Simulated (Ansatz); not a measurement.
# Cu (Copper): the cost of one run

Method: DFT LDA, scalar-relativistic, plane waves, PAW, in Ansatz 0.2.0.

## 1. The system as given

It takes space group Fm-3m (No. 225, cubic). Conventional cell: a = 3.519 Å, b = 3.519 Å, c = 3.519 Å, α = 90.00°, β = 90.00°, γ = 90.00°. Cu (site symmetry m-3m) has 12 Cu at 2.49 Å as nearest neighbours.

Coordinates:

```xyz
1
Lattice="0.0000 1.7593 1.7593 1.7593 0.0000 1.7593 1.7593 1.7593 0.0000" Properties=species:S:1:pos:R:3 pbc="T T T"
Cu    0.0000    0.0000    0.0000
```

It is the result of an earlier relaxation at this level (volume 10.89 Å³/atom; gap on the mesh: none (metal)).

## 2. Bulk reference on the slab's mesh

Input file input.yaml:

```yaml
crystal:
  lattice:
    - [2.4880527793, 0.0, 0.0]
    - [0.0, 2.4880527793, 0.0]
    - [1.2440263897, 1.2440263897, 1.7593189922]
  atoms:
    - { symbol: Cu, position: [0.0, 0.0, 0.0] }
basis:
  ecutwfc: 420
kpoints:
  mp_grid: { grid: [14, 14, 19] }
hamiltonian:
  xc: lda
scf:
  occupations: { method: gaussian, width: 0.1 }
output:
  forces: true
  stress: true
  eigenvalues: true
```

The run is started by

```console
> ansatz run input.yaml --threads 1 --pin off --max-ram 2560MiB --backend cpu --events-out ev --progress --plain --runs-dir out
```

What time and memory should one allow on 1 thread of Arm Neoverse V1, shared host?

About 9 s, with a peak of 0.42 GiB.
